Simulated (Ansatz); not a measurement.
# SnTe3 under changes of volume

One of the cells (28.783 Å³/atom); the others are scaled copies at fixed shape and fractional positions:

```
CELL_PARAMETERS angstrom
0.00000 3.86122 3.86122
3.86122 0.00000 3.86122
3.86122 3.86122 0.00000
ATOMIC_POSITIONS crystal
Te 0.50000 0.50000 0.50000
Te 0.75000 0.75000 0.75000
Te 0.25000 0.25000 0.25000
Sn 0.00000 0.00000 0.00000
```

The cell comes from a database or a generator and needn't be the stable form of this composition.

* Program: Ansatz 0.2.0
* Functional: LDA
* Potentials or basis: all-electron LAPW, scalar-relativistic
* Cutoff: 144 eV (chosen from the basis error)
* Basis error allowed: 0.002 eV/atom
* k mesh: 6 × 6 × 6
* Occupations: fermi-dirac, width 0.05 eV
* Spin: no spin polarisation

```csv
volume (Å³/atom),energy over the lowest point (meV/atom),pressure (GPa)
27.056,0.00,-0.7
27.632,4.36,-1.8
28.208,12.53,-2.9
28.783,24.17,-3.8
29.359,39.01,-4.6
29.935,?,?
30.510,76.88,-5.9
```

Problem. What does the run at 29.935 Å³/atom give?

Solution. Energy over the lowest point 56.68 meV/atom; pressure -5.3 GPa.

Worked out: A Birch-Murnaghan fit of order 3 (a polynomial in V^(-2/3)) to the other rows has its minimum at 26.75 Å³/atom, just outside them, with B0 = V·E''(V) = 58 GPa and B' = 3.7. It gives 56.67 meV/atom at 29.935 Å³/atom, against the run's 56.68, and -dE/dV = -5.3 GPa, against -5.3.

Energies are extrapolated to zero smearing.
